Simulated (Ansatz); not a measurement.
# C₂H₃AlO₂: up Jacob's ladder to CCSD(T)

An exercise on one series of results from a longer session: the logs are not shown, and one member is left open.

The runs use Ansatz 0.2.0, Gaussian basis; functionals in def2-TZVPP, the program's frozen cores in correlated methods.

Levels to be run: LDA (SPW92), PBE-D4, revPBE-D4, BLYP-D4, r2SCAN-D4, B97M-V, PBE0-D4, B3LYP-D4, r2SCANh-D4, r2SCAN0-D4, HSE06-D4, BHLYP-D4, CAM-B3LYP-D4, LC-ωPBE, ωB97X-V, ωB97M-V, B2PLYP, PBE-QIDH; CCSD(T)/def2-SVP; CCSD(T)/def2-TZVPP; MP2/def2-QZVPP; extrapolation to the limit; RPA on PBE.

### Structure used throughout

The geometry comes from an earlier relaxation with PBE0-D4 in a triple-zeta def2 set; it is a stationary point, not always the lowest conformer.

SMILES `C=[C]1[O][Al]1[OH]`, 8 atoms, charge 0, spin multiplicity 1.

Atoms are counted from 1 here; the program's logs count them from 0.

Bond lengths: C1–C2 1.319 Å, C1–H6 1.086 Å, C1–H7 1.082 Å, C2–O3 1.429 Å, C2–Al4 1.843 Å, O3–Al4 1.714 Å, Al4–O5 1.669 Å, O5–H8 0.954 Å. Angles: C2–C1–H6 121.0°, C2–C1–H7 120.1°, H6–C1–H7 118.8°, C1–C2–O3 127.0°, C1–C2–Al4 171.4°, O3–C2–Al4 61.6°, C2–O3–Al4 71.1°, C2–Al4–O3 47.2°, C2–Al4–O5 172.8°, O3–Al4–O5 139.9°, Al4–O5–H8 128.2°.

The first run:

The input, in.yaml:

```yaml
crystal:
  periodic: [false, false, false]
  atoms:
    - {symbol: C, position_ang: [1.522589, 1.108869, 0.450852]}
    - {symbol: C, position_ang: [0.558091, 0.249574, 0.182841]}
    - {symbol: O, position_ang: [0.570900, -1.159397, 0.422925]}
    - {symbol: Al, position_ang: [-0.929001, -0.732216, -0.287767]}
    - {symbol: O, position_ang: [-2.357925, -1.441480, -0.779444]}
    - {symbol: H, position_ang: [2.454693, 0.781717, 0.902574]}
    - {symbol: H, position_ang: [1.394487, 2.158238, 0.221509]}
    - {symbol: H, position_ang: [-3.121636, -1.022305, -1.169289]}
basis:
  gaussian: {orbitals: def2-TZVPP}
hamiltonian: {xc: lda}
output: {orbitals: {seedname: orbitals}}
```

Launch:

```bash
ansatz run in.yaml --threads 2 --pin off --events-out ev --progress --plain --max-ram 4352MiB
```

Among the steps run: LDA; PBE-D4 (GGA); revPBE-D4 (GGA); BLYP-D4 (GGA); r2SCAN-D4 (meta-GGA); B97M-V (meta-GGA); PBE0-D4 (hybrid); B3LYP-D4 (hybrid); r2SCANh-D4 (hybrid); r2SCAN0-D4 (hybrid); HSE06-D4 (hybrid); BHLYP-D4 (hybrid); CAM-B3LYP-D4 (range-separated); LC-ωPBE (range-separated); ωB97X-V (range-separated); ωB97M-V (range-separated); B2PLYP (double hybrid); PBE-QIDH (double hybrid).

One of the session's tables, all rows but one given; the rest of the session is left out.

It belongs to the step «Frontier levels by functional». 

```
  functional  HOMO (eV)  LUMO (eV)  gap (eV)
 LDA (SPW92)      -5.54      -2.55      3.00
      PBE-D4      -5.32      -2.32      3.00
   revPBE-D4      -5.23      -2.20      3.03
     BLYP-D4      -5.16      -2.28      2.87
   r2SCAN-D4      -5.48      -1.92      3.57
      B97M-V      -5.47      -2.14      3.33
     PBE0-D4      -6.44      -1.48      4.96
    B3LYP-D4      -6.22      -1.79      4.43
  r2SCANh-D4      -5.91      -1.64      4.27
  r2SCAN0-D4      -6.56      -1.24      5.32
    HSE06-D4          ?          ?         ?
    BHLYP-D4      -7.43      -0.76      6.68
CAM-B3LYP-D4      -7.76      -0.61      7.16
     LC-ωPBE      -9.10       0.65      9.75
     ωB97X-V      -8.73       0.47      9.20
     ωB97M-V      -8.66       0.17      8.83
```

Estimate the missing values for HSE06-D4.

**Answer.** HOMO (eV): -6.04; LUMO (eV): -1.85; gap (eV): 4.19. In the column «HOMO (eV)» it lies between B3LYP-D4 (-6.22) and r2SCANh-D4 (-5.91).
